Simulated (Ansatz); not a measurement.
# C4H7BO3: how energies converge with the basis set

An exercise on one series of results from a longer session: the logs are not shown, and one member is left open.

Program: Ansatz 0.2.0, Gaussian basis. Level of theory: one geometry, several basis sets. These are calculated values, not measurements.

Levels to be run: PBE0-D4/def2-SVP; ωB97M-V/def2-SVP; PBE0-D4/def2-QZVPP; ωB97M-V/def2-QZVPP; the functionals' def2-TZVPP values are taken from earlier runs.

## The geometry

All runs share one geometry, relaxed beforehand with PBE0-D4 in a triple-zeta def2 set.

SMILES `C[B-]1(O)OC=CC=[O+]1`, 15 atoms, charge 0, spin multiplicity 1.

Atoms are counted from 1 here; the program's logs count them from 0.

Bond lengths: C1–B2 1.587 Å, C1–H9 1.094 Å, C1–H10 1.094 Å, C1–H11 1.093 Å, B2–O3 1.410 Å, B2–O4 1.556 Å, B2–O8 1.555 Å, O3–H12 0.956 Å, O4–C5 1.267 Å, C5–C6 1.385 Å, C5–H13 1.092 Å, C6–C7 1.385 Å, C6–H14 1.079 Å, C7–O8 1.267 Å, C7–H15 1.092 Å. Angles: B2–C1–H9 111.1°, B2–C1–H10 111.1°, B2–C1–H11 112.3°, H9–C1–H10 107.7°, H9–C1–H11 107.2°, H10–C1–H11 107.3°, C1–B2–O3 119.5°, C1–B2–O4 109.3°, C1–B2–O8 109.4°, O3–B2–O4 106.4°, O3–B2–O8 106.4°, O4–B2–O8 105.0°, B2–O3–H12 112.3°, B2–O4–C5 121.5°, O4–C5–C6 123.9°, O4–C5–H13 115.4°, C6–C5–H13 120.6°, C5–C6–C7 116.8° and more.

The first run:

in.yaml reads:

```yaml
crystal:
  periodic: [false, false, false]
  atoms:
    - {symbol: C, position_ang: [0.889483, -1.875468, -0.453023]}
    - {symbol: B, position_ang: [0.525357, -0.497797, 0.245670]}
    - {symbol: O, position_ang: [1.208012, -0.111882, 1.418043]}
    - {symbol: O, position_ang: [0.713869, 0.661745, -0.774120]}
    - {symbol: C, position_ang: [-0.041750, 1.678542, -0.767254]}
    - {symbol: C, position_ang: [-1.237009, 1.748140, -0.071407]}
    - {symbol: C, position_ang: [-1.670415, 0.584987, 0.542337]}
    - {symbol: O, position_ang: [-0.989549, -0.482112, 0.595724]}
    - {symbol: H, position_ang: [1.941145, -1.897534, -0.754818]}
    - {symbol: H, position_ang: [0.720208, -2.717176, 0.225494]}
    - {symbol: H, position_ang: [0.291010, -2.056489, -1.349938]}
    - {symbol: H, position_ang: [1.863469, -0.754787, 1.684782]}
    - {symbol: H, position_ang: [0.287521, 2.511173, -1.392041]}
    - {symbol: H, position_ang: [-1.855947, 2.631202, -0.103691]}
    - {symbol: H, position_ang: [-2.667404, 0.526957, 0.983542]}
basis:
  gaussian: {orbitals: def2-SVP}
hamiltonian: {xc: pbe0, dispersion: d4}
output: {orbitals: {seedname: orbitals}}
```

Run with:

```bash
$ ansatz run in.yaml --threads 4 --pin off --events-out ev --progress --plain --max-ram 11315MiB
```

Among the steps run: PBE0-D4 in def2-SVP; ωB97M-V in def2-SVP; PBE0-D4 in def2-QZVPP; ωB97M-V in def2-QZVPP.

One of the session's tables, all rows but one given; the rest of the session is left out.

It belongs to the step «Functionals by basis». 

| functional | basis | HOMO (eV) | LUMO (eV) |
| --- | --- | --- | --- |
| PBE0-D4 | def2-SVP | ? | ? |
| PBE0-D4 | def2-TZVPP | -7.50 | -2.15 |
| PBE0-D4 | def2-QZVPP | -7.52 | -2.19 |
| ωB97M-V | def2-SVP | -9.58 | 0.15 |
| ωB97M-V | def2-TZVPP | -9.66 | -0.02 |
| ωB97M-V | def2-QZVPP | -9.69 | -0.08 |

Estimate the missing values for PBE0-D4, def2-SVP.

As computed: HOMO (eV): -7.43; LUMO (eV): -2.04. In the column «HOMO (eV)» it is the highest.
